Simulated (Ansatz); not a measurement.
Here is an Ansatz input file for C5H5NO, SMILES O=Cc1ccc[nH]1. Write the same calculation for the Python package.

```yaml
crystal:
  periodic: [false, false, false]
  atoms:
    - { symbol: O, position_ang: [1.23, -2.6122, -0.6213] }
    - { symbol: C, position_ang: [0.0991, -1.9948, -0.5227] }
    - { symbol: C, position_ang: [-0.0632, -0.6027, -0.1755] }
    - { symbol: C, position_ang: [-1.094, 0.1756, -0.0052] }
    - { symbol: C, position_ang: [-0.7556, 1.4652, 0.3401] }
    - { symbol: C, position_ang: [0.6175, 1.4862, 0.407] }
    - { symbol: "N", position_ang: [1.0761, 0.212, 0.0966] }
    - { symbol: H, position_ang: [-0.8029, -2.5178, -0.7065] }
    - { symbol: H, position_ang: [-2.1846, -0.1573, -0.0866] }
    - { symbol: H, position_ang: [-1.3941, 2.3246, 0.5814] }
    - { symbol: H, position_ang: [1.3151, 2.2556, 0.6622] }
    - { symbol: H, position_ang: [2.0333, -0.0897, 0.0645] }
basis:
  gaussian: { orbitals: cc-pVDZ }
hamiltonian:
  xc: hf
```

On the command line:
```console
$ ansatz run input.yaml --threads 1 --pin off --max-ram 4096MiB --backend cpu --events-out ev --progress --plain --runs-dir out
Engine: ansatz 0.2.0, x86_64-unknown-linux-gnu
Functional definition: HF
  exchange = exact_x
  correlation = 0
1140 factors; integrals over basis functions are off by at most 1.1e-3 eV
mean field evaluation 1: about -8744.6565 eV, gradient 4.2e1 eV
mean field evaluation 2: about -8745.0115 eV, gradient 4.2e1 eV
mean field evaluation 4: about -8749.5252 eV, gradient 6.2e0 eV
mean field evaluation 8: about -8749.6586 eV, gradient 5.7e-1 eV
mean field evaluation 16: about -8749.6625 eV, gradient 2.1e-5 eV
mean field -8749.66253976 eV, -321.5441676020 hartree, gradient 2.1e-5 eV, S^2 0.000000; 0 other end points of the search recorded, 0 dependent functions left out
reference -8749.66253976 eV, -321.5441676020 hartree; 25, 25 occupied and 98, 98 virtual orbitals, 1140 factors
Total energy: -8749.66253976 eV, -321.5441676020 hartree
```

Script `c5h5no_energy.py`:
```python
# -*- coding: utf-8 -*-
import json
import sys

import ansatz as az

BASIS_SET = "cc-pVDZ"
XC = "HF"

geometry_ang = [
    ("O", (1.23, -2.6122, -0.6213)),
    ("C", (0.0991, -1.9948, -0.5227)),
    ("C", (-0.0632, -0.6027, -0.1755)),
    ("C", (-1.094, 0.1756, -0.0052)),
    ("C", (-0.7556, 1.4652, 0.3401)),
    ("C", (0.6175, 1.4862, 0.407)),
    ("N", (1.0761, 0.212, 0.0966)),
    ("H", (-0.8029, -2.5178, -0.7065)),
    ("H", (-2.1846, -0.1573, -0.0866)),
    ("H", (-1.3941, 2.3246, 0.5814)),
    ("H", (1.3151, 2.2556, 0.6622)),
    ("H", (2.0333, -0.0897, 0.0645)),
]
molecule = az.Crystal.molecule()
for symbol, xyz in geometry_ang:
    molecule = molecule.atom(symbol, xyz)

job = molecule.calculation()
job = job.basis(gaussian=BASIS_SET)
job = job.functional(XC)
try:
    summary = job.run(threads=1).report
except az.AnsatzError as error:
    sys.exit(f"{type(error).__name__}: {error}")

print("reference energy %16.6f eV" % summary["reference_energy_ev"])
print("total energy     %16.6f eV" % summary["free_energy_ev"])
print("occupied (up, down):", summary["n_occupied"], " virtual:", summary["n_virtual"], " frozen:", summary["n_frozen"])
with open("c5h5no.json", "w") as handle:
    json.dump({k: summary[k] for k in ("free_energy_ev", "reference_energy_ev", "n_occupied", "n_virtual")}, handle, indent=1)
```

```console
$ python c5h5no_energy.py
reference energy     -8749.662540 eV
total energy         -8749.662540 eV
occupied (up, down): [25, 25]  virtual: [98, 98]  frozen: 0
```

Reading the output:
- Total energies depend on the basis set; only differences at equal settings carry meaning.
- The geometry is a force-field or estimated start, not a minimum of this method, and the basis set is short of its limit.
- It ran for 1.7 s on 1 thread of Intel(R) Xeon(R) 6975P-C (Granite Rapids), on a shared host, peak memory 0.29 GiB.

(A comment or docstring line of the script was reworded after the run, the code is as it ran; lines on the test bed's own set-up are left out of the output.)
